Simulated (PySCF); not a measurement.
# TMS (C4H12Si): NMR shifts

What NMR shifts should TMS (C4H12Si) (`C[Si](C)(C)C`) show?

The runs use PySCF 2.14.0, with density-fitted response routines of our own; the level of theory stands in each step. All values are computed, except where a source is named. Atoms are numbered from 0 throughout.

## Step 1: The starting structure

17 atoms, charge 0, multiplicity 1; geometry from: GFN2-xTB.

Bonds of the start (Å): C0–Si1 1.91, Si1–C2 1.91, Si1–C3 1.91, Si1–C4 1.91, C0–H5 1.09, C0–H6 1.09, C0–H7 1.09, C2–H8 1.09, C2–H9 1.09, C2–H10 1.09, C3–H11 1.09, C3–H12 1.09, C3–H13 1.09, C4–H14 1.09, C4–H15 1.09, C4–H16 1.09.

## Step 2: Nuclear shieldings: BLYP/6-311+G(2d,p)

What the job is given:

```
{"job": {"kind": "nmr", "xc": "BLYP", "basis": "6-311+G(2d,p)", "pop": false}, "charge": 0, "multiplicity": 1}
C     -0.406572    -1.213421    -1.419378
Si    -0.001168    -0.000673    -0.001754
C      0.008130     1.785545    -0.675355
C     -1.319794    -0.154927     1.370252
C      1.716091    -0.415535     0.721562
H     -1.379676    -1.003559    -1.853159
H     -0.418731    -2.241638    -1.070248
H      0.327027    -1.147965    -2.217335
H      0.242457     2.501867     0.106393
H     -0.958122     2.057909    -1.089187
H      0.746490     1.907664    -1.462097
H     -2.312057     0.075313     0.994143
H     -1.350945    -1.160472     1.779082
H     -1.116988     0.525824     2.191677
H      1.746276    -1.426357     1.117085
H      2.493128    -0.336762    -0.032799
H      1.977455     0.259220     1.531210
```

With the program's defaults for keys left out, this is: GIAO BLYP/6-311+G(2d,p) NMR shielding, non-relativistic, gas phase.

Command:

```
OMP_NUM_THREADS=1 python probes_run.py task.json out
```

This one command runs all jobs of the session in turn.

**Question.** This job is followed by: GIAO BP86/6-311+G(2d,p) NMR shielding, non-relativistic, gas phase. What will the session give for the following? shieldings of C, H, Si (BLYP/6-311+G(2d,p), a mean where the table joins atoms); range of the shielding of Si1.

**Answer**, as computed:

```
                                                                       quantity                             value
shieldings of C, H, Si (BLYP/6-311+G(2d,p), a mean where the table joins atoms)  C0 181.0, H5 32.1, Si1 310.1 ppm
                                                  range of the shielding of Si1                310.1 to 322.2 ppm
```

**Reading.** At BLYP/6-311+G(2d,p): The largest span, 11 ppm, is at C0, C2, C3, C4, where the paramagnetic term is -66 ppm. In ppm, Si1 moves most: its shielding spreads over 12.1 ppm, from 310.1 (BLYP/6-311+G(2d,p)) to 322.2 (BP86/6-311+G(2d,p)).
